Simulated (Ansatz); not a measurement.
# TaCuSe3: the cost of one run

Computed with Ansatz 0.2.0 (DFT PBE, scalar-relativistic, plane waves, PAW, unless a step's input says otherwise).

**1. The structure to begin with**

Symmetry: P4mm, No. 99, tetragonal system. The conventional cell has a = 4.507 Å, b = 4.507 Å, c = 4.563 Å, α = 90.00°, β = 90.00°, γ = 90.00°. Ta (site symmetry 4mm) is surrounded by 12 Se at 3.16 to 3.26 Å. Around Cu (site symmetry 4mm) lie 6 Se at 2.10 to 2.46 Å. Se (site symmetry 4mm) is surrounded by 2 Cu at 2.10 to 2.46 Å. Se (site symmetry 2mm) is surrounded by 2 Cu at 2.26 Å and 4 Ta at 3.16 to 3.26 Å.

As a file:

```cif
data_structure
_symmetry_space_group_name_H-M 'P4mm'
_symmetry_Int_Tables_number 99
_cell_length_a 4.5068
_cell_length_b 4.5068
_cell_length_c 4.5632
_cell_angle_alpha 90.000
_cell_angle_beta 90.000
_cell_angle_gamma 90.000
_cell_volume 92.68
loop_
_atom_site_label
_atom_site_type_symbol
_atom_site_symmetry_multiplicity
_atom_site_Wyckoff_symbol
_atom_site_fract_x
_atom_site_fract_y
_atom_site_fract_z
_atom_site_occupancy
Ta1 Ta 1 a 0.00000 0.00000 0.00000 1
Cu1 Cu 1 b 0.50000 0.50000 0.51500 1
Se1 Se 1 b 0.50000 0.50000 0.97500 1
Se2 Se 2 c 0.00000 0.50000 0.48500 1
```

(A quick probe on a coarse mesh, which set the mesh and smearing, is not shown.)

**3. A loose first relaxation**

input.yaml

```yaml
crystal:
  lattice:
    - [4.5067567621, 0.0, 0.0]
    - [0.0, 4.5067567621, 0.0]
    - [0.0, 0.0, 4.5632324108]
  atoms:
    - { symbol: Ta, position: [0.0, 0.0, 0.0] }
    - { symbol: Cu, position: [0.5, 0.5, 0.515] }
    - { symbol: Se, position: [0.5, 0.5, 0.975] }
    - { symbol: Se, position: [0.0, 0.5, 0.485] }
    - { symbol: Se, position: [0.5, 0.0, 0.485] }
basis:
  ecutwfc: 420
kpoints:
  mp_grid: { grid: [4, 4, 4] }
hamiltonian:
  xc: pbe
scf:
  occupations: { method: gaussian, width: 0.1 }
  lower_state_search: "off"
output:
  forces: true
  stress: true
  eigenvalues: true
relax:
  adjacent_minimum: "off"
  f_tol: 0.04
  max_steps: 70
  cell: { stress_tol: 0.4 }
```

Started as:

```bash
ansatz run input.yaml --threads 1 --pin off --max-ram 2560MiB --backend cpu --events-out ev --progress --plain --runs-dir out
```

Q: Estimate wall time and peak memory on 1 thread of Arm Neoverse V1, shared host.

About 3.5 min, with a peak of 0.41 GiB.
